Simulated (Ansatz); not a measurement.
# AsGeH₅O: how energies converge with the basis set

The task here is to estimate one member of a computed series from the others.

Method: one geometry, several basis sets; program: Ansatz 0.2.0, Gaussian basis.

Levels to be run: PBE0-D4/def2-SVP; ωB97M-V/def2-SVP; PBE0-D4/def2-QZVPP; ωB97M-V/def2-QZVPP; the functionals' def2-TZVPP values are taken from earlier runs.

### Structure used throughout

An earlier PBE0-D4 in a triple-zeta def2 set relaxation fixed the geometry.

SMILES `O[AsH][GeH3]`, 8 atoms, charge 0, spin multiplicity 1.

Atoms are counted from 1 here; the program's logs count them from 0.

Bond lengths: O1–As2 1.812 Å, O1–H4 0.961 Å, As2–Ge3 2.432 Å, As2–H5 1.530 Å, Ge3–H6 1.539 Å, Ge3–H7 1.535 Å, Ge3–H8 1.537 Å. Angles: As2–O1–H4 107.6°, O1–As2–Ge3 95.1°, O1–As2–H5 96.1°, Ge3–As2–H5 91.6°, As2–Ge3–H6 108.5°, As2–Ge3–H7 110.9°, As2–Ge3–H8 108.8°, H6–Ge3–H7 109.9°, H6–Ge3–H8 109.0°, H7–Ge3–H8 109.7°.

Coordinates:

```mol
AsGeH5O
  3D, bonds by distance, orders not assigned

  8  7  0  0  0  0  0  0  0  0999 V2000
   -1.4289    0.4078   -1.2899 O   0  0
   -0.5675    1.2134    0.0861 As  0  0
    0.7574   -0.7361    0.6843 Ge  0  0
   -2.3452    0.6951   -1.2680 H   0  0
    0.5765    1.7876   -0.7519 H   0  0
    1.9173   -0.2812    1.5886 H   0  0
    1.3130   -1.4260   -0.5698 H   0  0
   -0.1307   -1.7177    1.4650 H   0  0
  1  2  8  0
  2  3  8  0
  1  4  8  0
  2  5  8  0
  3  6  8  0
  3  7  8  0
  3  8  8  0
M  END
```

Set-up of the first run:

File in.yaml:

```yaml
crystal:
  periodic: [false, false, false]
  atoms:
    - {symbol: O, position_ang: [-1.428856, 0.407833, -1.289911]}
    - {symbol: As, position_ang: [-0.567477, 1.213413, 0.086050]}
    - {symbol: Ge, position_ang: [0.757428, -0.736088, 0.684276]}
    - {symbol: H, position_ang: [-2.345214, 0.695115, -1.267960]}
    - {symbol: H, position_ang: [0.576519, 1.787612, -0.751937]}
    - {symbol: H, position_ang: [1.917258, -0.281215, 1.588634]}
    - {symbol: H, position_ang: [1.312998, -1.426037, -0.569811]}
    - {symbol: H, position_ang: [-0.130657, -1.717733, 1.464958]}
basis:
  gaussian: {orbitals: def2-SVP}
hamiltonian: {xc: pbe0, dispersion: d4}
output: {orbitals: {seedname: orbitals}}
```

Among the steps run: PBE0-D4 in def2-SVP; ωB97M-V in def2-SVP; PBE0-D4 in def2-QZVPP; ωB97M-V in def2-QZVPP.

One of the session's tables, all rows but one given; the rest of the session is left out.

It belongs to the step «Density functionals: the series». 

```
functional       basis  HOMO (eV)
   PBE0-D4    def2-SVP          ?
   PBE0-D4  def2-TZVPP      -7.14
   PBE0-D4  def2-QZVPP      -7.18
   ωB97M-V    def2-SVP      -9.08
   ωB97M-V  def2-TZVPP      -9.19
   ωB97M-V  def2-QZVPP      -9.23
```

**Question.** Estimate the row for PBE0-D4, def2-SVP.

**Answer.** HOMO (eV): -7.05. In the column «HOMO (eV)» it is the highest.
